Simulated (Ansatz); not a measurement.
**C2H8AlNS: small, medium and large basis sets**

One table from this session's results is given with a row withheld; the runs are named, their logs left out.

Method: one geometry, several basis sets; program: Ansatz 0.2.0, Gaussian basis.

The runs, in order: PBE0-D4/def2-SVP; ωB97M-V/def2-SVP; PBE0-D4/def2-QZVPP; ωB97M-V/def2-QZVPP; the functionals' def2-TZVPP values are taken from earlier runs.

## Structure used throughout

The geometry comes from an earlier relaxation with PBE0-D4 in a triple-zeta def2 set; it is a stationary point, not always the lowest conformer.

13 atoms, charge 0, spin multiplicity 1.

Atoms are counted from 1 here; the program's logs count them from 0.

Bond lengths: C1–C2 1.475 Å, C1–H6 1.095 Å, C1–H7 1.094 Å, C1–H8 1.094 Å, C2–N3 1.292 Å, C2–Al4 2.074 Å, N3–H9 1.016 Å, N3–H10 1.016 Å, Al4–S5 2.252 Å, Al4–H11 1.598 Å, Al4–H12 1.619 Å, S5–H13 1.343 Å. Angles: C2–C1–H6 114.8°, C2–C1–H7 107.7°, C2–C1–H8 108.7°, H6–C1–H7 109.7°, H6–C1–H8 109.7°, H7–C1–H8 105.7°, C1–C2–N3 117.6°, C1–C2–Al4 127.4°, N3–C2–Al4 114.9°, C2–N3–H9 118.2°, C2–N3–H10 123.7°, H9–N3–H10 118.0°, C2–Al4–S5 100.6°, C2–Al4–H11 107.9°, C2–Al4–H12 96.2°, S5–Al4–H11 115.5°, S5–Al4–H12 112.2°, H11–Al4–H12 120.2° and more.

Coordinates:

```csv
atom,x (Å),y (Å),z (Å)
C1,-1.2323,0.5137,0.9431
C2,0.0109,-0.1733,0.5438
N3,0.8960,-0.3892,1.4600
Al4,0.5908,-0.7127,-1.3727
S5,0.8249,1.3162,-2.3212
H6,-1.2925,0.7757,2.0050
H7,-1.3227,1.4182,0.3340
H8,-2.0847,-0.1149,0.6692
H9,1.7625,-0.8473,1.1927
H10,0.7844,-0.1074,2.4294
H11,-0.5575,-1.6348,-1.9935
H12,2.0135,-1.3576,-0.9483
H13,-0.3731,1.2784,-2.9267
```

Set-up of the first run:

File in.yaml:

```yaml
crystal:
  periodic: [false, false, false]
  atoms:
    - {symbol: C, position_ang: [-1.232250, 0.513703, 0.943146]}
    - {symbol: C, position_ang: [0.010924, -0.173257, 0.543835]}
    - {symbol: N, position_ang: [0.895965, -0.389179, 1.459993]}
    - {symbol: Al, position_ang: [0.590840, -0.712686, -1.372662]}
    - {symbol: S, position_ang: [0.824853, 1.316200, -2.321237]}
    - {symbol: H, position_ang: [-1.292469, 0.775668, 2.005000]}
    - {symbol: H, position_ang: [-1.322709, 1.418202, 0.334035]}
    - {symbol: H, position_ang: [-2.084665, -0.114933, 0.669221]}
    - {symbol: H, position_ang: [1.762491, -0.847300, 1.192731]}
    - {symbol: H, position_ang: [0.784430, -0.107430, 2.429361]}
    - {symbol: H, position_ang: [-0.557517, -1.634768, -1.993537]}
    - {symbol: H, position_ang: [2.013532, -1.357620, -0.948347]}
    - {symbol: H, position_ang: [-0.373124, 1.278402, -2.926739]}
basis:
  gaussian: {orbitals: def2-SVP}
hamiltonian: {xc: pbe0, dispersion: d4}
output: {orbitals: {seedname: orbitals}}
```

The run is started by

```bash
$ ansatz run in.yaml --threads 4 --pin off --events-out ev --progress --plain --max-ram 10444MiB
```

Among the steps run: PBE0-D4 in def2-SVP; ωB97M-V in def2-SVP; PBE0-D4 in def2-QZVPP; ωB97M-V in def2-QZVPP.

One of the session's tables, all rows but one given; the rest of the session is left out.

It belongs to the step «Density functionals: the series». 

```
functional       basis  HOMO (eV)  LUMO (eV)
   PBE0-D4    def2-SVP      -6.20      -1.73
   PBE0-D4  def2-TZVPP          ?          ?
   PBE0-D4  def2-QZVPP      -6.43      -1.87
   ωB97M-V    def2-SVP      -8.31       0.55
   ωB97M-V  def2-TZVPP      -8.56       0.40
   ωB97M-V  def2-QZVPP      -8.61       0.32
```

Estimate the missing values for PBE0-D4, def2-TZVPP.

As computed: HOMO (eV): -6.39; LUMO (eV): -1.83. In the column «HOMO (eV)» it lies between PBE0-D4, def2-QZVPP (-6.43) and PBE0-D4, def2-SVP (-6.20).
